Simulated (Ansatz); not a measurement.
**VIr3: further runs on the relaxed cell**

The task, for VIr3: measure the bulk modulus from energies at several volumes.

Program: Ansatz 0.2.0. Level of theory: DFT PBEsol, scalar-relativistic, plane waves, PAW. These are calculated values, not measurements.

### 1 Starting point

It takes space group Pm-3m (No. 221, cubic). Conventional cell: a = 3.794 Å, b = 3.794 Å, c = 3.794 Å, α = 90.00°, β = 90.00°, γ = 90.00°. Around V (site symmetry m-3m) lie 12 Ir at 2.68 Å. Ir (site symmetry 4/mmm) has 4 V at 2.68 Å and 8 Ir at 2.68 Å as nearest neighbours.

Coordinates:

```cif
data_structure
_symmetry_space_group_name_H-M 'Pm-3m'
_symmetry_Int_Tables_number 221
_cell_length_a 3.7942
_cell_length_b 3.7942
_cell_length_c 3.7942
_cell_angle_alpha 90.000
_cell_angle_beta 90.000
_cell_angle_gamma 90.000
_cell_volume 54.62
loop_
_atom_site_label
_atom_site_type_symbol
_atom_site_symmetry_multiplicity
_atom_site_Wyckoff_symbol
_atom_site_fract_x
_atom_site_fract_y
_atom_site_fract_z
_atom_site_occupancy
V1 V 1 a 0.00000 0.00000 0.00000 1
Ir1 Ir 3 c 0.00000 0.50000 0.50000 1
```

This cell was relaxed beforehand with the same method: volume 13.65 Å³/atom, gap on the mesh none (metal).

### 2 Point at V/V0 = 0.97

Input file input.yaml:

```yaml
crystal:
  lattice:
    - [3.7558284605, 0.0, 0.0]
    - [0.0, 3.7558284605, 0.0]
    - [0.0, 0.0, 3.7558284605]
  atoms:
    - { symbol: V, position: [0.0, 0.0, 0.0] }
    - { symbol: Ir, position: [0.0, 0.5, 0.5] }
    - { symbol: Ir, position: [0.5, 0.0, 0.5] }
    - { symbol: Ir, position: [0.5, 0.5, 0.0] }
basis:
  ecutwfc: 420
kpoints:
  mp_grid: { grid: [12, 12, 12] }
hamiltonian:
  xc: pbesol
scf:
  occupations: { method: gaussian, width: 0.1 }
output:
  forces: true
  stress: true
  eigenvalues: true
```

Command:

```bash
$ ansatz run input.yaml --threads 1 --pin off --max-ram 2560MiB --backend cpu --events-out ev --progress --plain --runs-dir out
```

### 3 The cell scaled to 1.03 of its volume

input.yaml, as its differences from that of step 2:

```diff
@@ -2,5 +2,5 @@
   lattice:
-    - [3.7558284605, 0.0, 0.0]
-    - [0.0, 3.7558284605, 0.0]
-    - [0.0, 0.0, 3.7558284605]
+    - [3.831724231, 0.0, 0.0]
+    - [0.0, 3.831724231, 0.0]
+    - [0.0, 0.0, 3.831724231]
   atoms:
@@ -22 +22,5 @@
   eigenvalues: true
+  write_density: true
+  write_potential: true
+  elf: true
+  volumetric_format: npy
```

### 4 Volume × 0.94

input.yaml, as its differences from that of step 3:

```diff
@@ -2,5 +2,5 @@
   lattice:
-    - [3.831724231, 0.0, 0.0]
-    - [0.0, 3.831724231, 0.0]
-    - [0.0, 0.0, 3.831724231]
+    - [3.7167024021, 0.0, 0.0]
+    - [0.0, 3.7167024021, 0.0]
+    - [0.0, 0.0, 3.7167024021]
   atoms:
@@ -22,5 +22 @@
   eigenvalues: true
-  write_density: true
-  write_potential: true
-  elf: true
-  volumetric_format: npy
```

### 5 The cell scaled to 1.06 of its volume

input.yaml, as its differences from that of step 4:

```diff
@@ -2,5 +2,5 @@
   lattice:
-    - [3.7167024021, 0.0, 0.0]
-    - [0.0, 3.7167024021, 0.0]
-    - [0.0, 0.0, 3.7167024021]
+    - [3.8685699936, 0.0, 0.0]
+    - [0.0, 3.8685699936, 0.0]
+    - [0.0, 0.0, 3.8685699936]
   atoms:
```

### 6 The cell scaled to 0.91 of its volume

input.yaml, as its differences from that of step 5:

```diff
@@ -2,5 +2,5 @@
   lattice:
-    - [3.8685699936, 0.0, 0.0]
-    - [0.0, 3.8685699936, 0.0]
-    - [0.0, 0.0, 3.8685699936]
+    - [3.6767347626, 0.0, 0.0]
+    - [0.0, 3.6767347626, 0.0]
+    - [0.0, 0.0, 3.6767347626]
   atoms:
```

### 7 Volume × 1.10

input.yaml, as its differences from that of step 6:

```diff
@@ -2,5 +2,5 @@
   lattice:
-    - [3.6767347626, 0.0, 0.0]
-    - [0.0, 3.6767347626, 0.0]
-    - [0.0, 0.0, 3.6767347626]
+    - [3.916631678, 0.0, 0.0]
+    - [0.0, 3.916631678, 0.0]
+    - [0.0, 0.0, 3.916631678]
   atoms:
```

### 8 Volume × 0.88

input.yaml, as its differences from that of step 7:

```diff
@@ -2,5 +2,5 @@
   lattice:
-    - [3.916631678, 0.0, 0.0]
-    - [0.0, 3.916631678, 0.0]
-    - [0.0, 0.0, 3.916631678]
+    - [3.6358787724, 0.0, 0.0]
+    - [0.0, 3.6358787724, 0.0]
+    - [0.0, 0.0, 3.6358787724]
   atoms:
```

(Steps that only read results are left out.)

Before running it: what results should come out? Wanted: equilibrium volume of the fit; bulk modulus.

**Answer**, as computed:

```
                     quantity          value
equilibrium volume of the fit  13.66 Å³/atom
                 bulk modulus        354 GPa
      its pressure derivative            4.8
```

What this shows: The fit puts the minimum at 13.66 Å³/atom with B = 354 GPa and B' = 4.8. The runs treat Ir without spin-orbit coupling.
